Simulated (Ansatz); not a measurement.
# FH3OSiSn: small, medium and large basis sets

One table from this session's results is given with a row withheld; the runs are named, their logs left out.

Program: Ansatz 0.2.0, Gaussian basis. Level of theory: one geometry, several basis sets. These are calculated values, not measurements.

Levels to be run: PBE0-D4/def2-SVP; ωB97M-V/def2-SVP; PBE0-D4/def2-QZVPP; ωB97M-V/def2-QZVPP; the functionals' def2-TZVPP values are taken from earlier runs.

## The relaxed structure

The geometry comes from an earlier relaxation with PBE0-D4 in a triple-zeta def2 set; it is a stationary point, not always the lowest conformer. Sn takes the def2 core potential; no spin-orbit term is included.

SMILES `[F][Sn][O][SiH3]`, 7 atoms, charge 0, spin multiplicity 1.

Atoms are counted from 1 here; the program's logs count them from 0.

Bond lengths: F1–Sn2 1.945 Å, Sn2–O3 1.961 Å, O3–Si4 1.641 Å, Si4–H5 1.488 Å, Si4–H6 1.488 Å, Si4–H7 1.487 Å. Angles: F1–Sn2–O3 95.4°, Sn2–O3–Si4 140.3°, O3–Si4–H5 111.1°, O3–Si4–H6 111.1°, O3–Si4–H7 108.5°, H5–Si4–H6 108.7°, H5–Si4–H7 108.6°, H6–Si4–H7 108.6°.

Set-up of the first run:

in.yaml

```yaml
crystal:
  periodic: [false, false, false]
  atoms:
    - {symbol: F, position_ang: [-1.710442, -1.987189, 0.024951]}
    - {symbol: Sn, position_ang: [0.149642, -2.468844, 0.323750]}
    - {symbol: O, position_ang: [0.838937, -0.638448, 0.178942]}
    - {symbol: Si, position_ang: [0.309237, 0.892160, -0.082608]}
    - {symbol: H, position_ang: [-0.343299, 1.013235, -1.414118]}
    - {symbol: H, position_ang: [-0.661134, 1.310308, 0.964687]}
    - {symbol: H, position_ang: [1.478159, 1.810678, -0.041203]}
basis:
  gaussian: {orbitals: def2-SVP}
hamiltonian: {xc: pbe0, dispersion: d4}
output: {orbitals: {seedname: orbitals}}
```

The run is started by

```sh
$ ansatz run in.yaml --threads 2 --pin off --events-out ev --progress --plain --max-ram 32768MiB --backend cpu
```

Among the steps run: PBE0-D4 in def2-SVP; ωB97M-V in def2-SVP; PBE0-D4 in def2-QZVPP; ωB97M-V in def2-QZVPP.

One table of the session follows, with a row left open; its other results are not shown here.

It belongs to the step «Density functionals: the series». 

| functional | basis | HOMO (eV) | LUMO (eV) |
| --- | --- | --- | --- |
| PBE0-D4 | def2-SVP | -8.28 | -2.48 |
| PBE0-D4 | def2-TZVPP | ? | ? |
| PBE0-D4 | def2-QZVPP | -8.42 | -2.62 |
| ωB97M-V | def2-SVP | -10.45 | -0.64 |
| ωB97M-V | def2-TZVPP | -10.61 | -0.85 |
| ωB97M-V | def2-QZVPP | -10.64 | -0.91 |

Q: Estimate the row for PBE0-D4, def2-TZVPP from the others.

The run gave: HOMO (eV): -8.40; LUMO (eV): -2.60. In the column «HOMO (eV)» it lies between PBE0-D4, def2-QZVPP (-8.42) and PBE0-D4, def2-SVP (-8.28).
